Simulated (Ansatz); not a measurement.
Working through a check of PAW against all-electron LAPW of ZrCu, space group Pm-3m

Program: the Python package of Ansatz (0.2.0).

Run as a notebook:

**Cell 1**
```python
import ansatz
import numpy as np
```

**Cell 2**
```python
def count_gap(report):
    # lowest empty less highest filled band, counting bands; zero where they overlap
    return max(report.get("gap_by_band_count_ev") or 0.0, 0.0)
```

**Cell 3**
```python
system = (
    ansatz.Lattice.of((3.25266425, 0.0, 0.0), (0.0, 3.25266425, 0.0), (0.0, 0.0, 3.25266425))
    .atom("Zr", (0.5, 0.5, 0.5))
    .atom("Cu", (0.0, 0.0, 0.0))
)
```

**Cell 4**
```python
[site.symbol for site in system.resolved().sites]
```
Output:
```text
['Zr', 'Cu']
```

**Cell 5**
```python
calculation = (
    system.calculation()
    .functional("LDA")
    .kpoints(length=32)
    .occupations(ansatz.OccupationsMethod.FERMI_DIRAC)
    .stress()
    .forces()
    .band_table()
)
variants = {
    "PAW": calculation.pseudopotentials("paw"),
    "LAPW": calculation.pseudopotentials("all_electron", lapw=True),
}
# totals differ by the cores that each treatment holds, so compare what does not depend on them
rows = []
for label, variant in variants.items():
    report = variant.run().report
    levels = np.array(report["eigenvalues_ev"][0]) - report["fermi_energy_ev"]
    print(label, "levels at the first k-point near E_F:", np.round(levels[np.abs(levels) < 5], 3))
    rows.append((label, report["n_electrons"], np.trace(report["stress_gpa"]) / 3, count_gap(report)))
print("     treatment  electrons in bands           P GPa  gap by band count eV")
for row in rows:
    print(f"{str(row[0]):>14s}  {row[1]:18.1f}  {row[2]:14.3f}  {row[3]:20.3f}")
```
Output:
```text
DeckWarning: basis.ecutwfc = 420 eV, auto-derived from the records' recommended cutoffs: set by Zr (normal level)
PAW levels at the first k-point near E_F: [-4.166 -4.166 -3.088 -3.088 -3.088 -0.106 -0.106  3.953  3.953  3.953]
LAPW levels at the first k-point near E_F: [-4.167 -4.167 -3.088 -3.088 -3.088 -0.106 -0.106  3.956  3.956  3.956]
     treatment  electrons in bands           P GPa  gap by band count eV
           PAW                31.0          -6.852                 0.000
          LAPW                49.0          -6.851                 0.000
```

PAW gives -6.852 GPa and LAPW -6.851 GPa, 0.000 GPa apart. They took 2.2 and 25.1 s of processor time.

Reading the output:
- The run is spin-unpolarised.
- The computed bands are complete only to about 4.8 eV above the Fermi level.
- A gap by band count of zero or less means overlapping bands, a metal, and at an odd count of electrons it is no gap at all.
- At these settings the cell as given stands under about -7 GPa, so it isn't at this functional's equilibrium volume.
- This cell is a computed structure, which may not be the phase found in nature.
- Gaps and levels are Kohn-Sham values on a finite set of k-points, without spin-orbit coupling.
- Warnings are shown shortened and without file and line.
- Pressure is positive in compression; the treatments may keep other shells as core, so totals and counts of electrons can differ.
- Run time: 28 s on 1 thread of Intel(R) Xeon(R) Platinum 8175M CPU @ 2.50GHz (Skylake/Cascade Lake), with other jobs on the host, peak memory 0.59 GiB.
